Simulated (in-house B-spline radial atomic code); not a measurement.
# Yb⁴⁺: ionisation energy by several methods

Aim: the ionisation energy of Yb⁴⁺ by several methods, each as the difference of two self-consistent energies (Yb⁴⁺ and the next ion, [Kr] 4d10 4f12 5s2 5p5).

The numbers are computed with in-house B-spline radial atomic code version 1 (scalar-relativistic (X2C), several functionals, spin-polarised; spherical all-electron atom at the radial basis limit), except any that are marked as measured or tabulated.

## (1) The atom as given

```
element       : ytterbium (Z = 70)
charge        : +4
electrons     : 66
configuration : [Xe] 4f12
nucleus       : Fermi, rms radius 5.311 fm
```

The outer shells:

[Xe] 4f12
```
[Xe] core
4f [↑↓][↑↓][↑↓][↑↓][↑↓][↑ ][↑ ]
```

Where spins are not typed, each open shell is filled with up spins first.

## (2) BLYP

Settings, as recorded:

```ini
Z = 70
electrons = 66.0
configuration = [Xe] 4f12
hamiltonian = x2c
method = b88,lyp
spin_polarised = True
nucleus = fermi
rms_radius = 5.3108
mass_number = 174
atomic_mass = 173.938867545
speed_of_light = 137.035999084
```

## (3) PW91

Settings: those of step 2 with these lines changed.

```diff
@@ -4,3 +4,3 @@
 hamiltonian = x2c
-method = b88,lyp
+method = pw91,pw91
 spin_polarised = True
```

## (4) PBEsol

Settings: those of step 3 with these lines changed.

```diff
@@ -4,3 +4,3 @@
 hamiltonian = x2c
-method = pw91,pw91
+method = pbesol
 spin_polarised = True
```

## (5) TPSS

Settings: those of step 4 with these lines changed.

```diff
@@ -4,3 +4,3 @@
 hamiltonian = x2c
-method = pbesol
+method = tpss,tpss
 spin_polarised = True
```

## (6) SCAN

Settings: those of step 5 with these lines changed.

```diff
@@ -4,3 +4,3 @@
 hamiltonian = x2c
-method = tpss,tpss
+method = scan,scan
 spin_polarised = True
```

## (7) r2SCAN

Settings: those of step 6 with these lines changed.

```diff
@@ -4,3 +4,3 @@
 hamiltonian = x2c
-method = scan,scan
+method = r2scan
 spin_polarised = True
```

**Question.** What does each method give for the ionisation energy?

The runs gave:

| method | rung | total energy (hartree) | ΔSCF (eV) | −ε highest (eV) |
| --- | --- | --- | --- | --- |
| BLYP | GGA | -14057.4109 | 80.808 | 56.015 (4f down) |
| PW91 | GGA | -14057.9879 | 81.062 | 56.331 (4f down) |
| PBEsol | GGA | -14051.8359 | 81.025 | 56.284 (4f down) |
| TPSS | meta-GGA | -14056.1404 | 81.124 | 55.954 (4f down) |
| SCAN | meta-GGA | -14057.3091 | 81.437 | 56.051 (4f down) |
| r2SCAN | meta-GGA | -14056.6053 | 81.737 | 55.931 (4f down) |

What this shows: For the ionisation energy the methods span 0.929 eV, from BLYP (80.808 eV) to r2SCAN (81.737 eV), which is 1.1 % of the mean. No tabulated value is at hand. ΔSCF removes a 5p electron, which is never the highest level here, so the two columns refer to different electrons.

Members of this set that are not shown: 1 did not converge; 12 used exact exchange with fractional occupations of an open shell, which is unsound here.
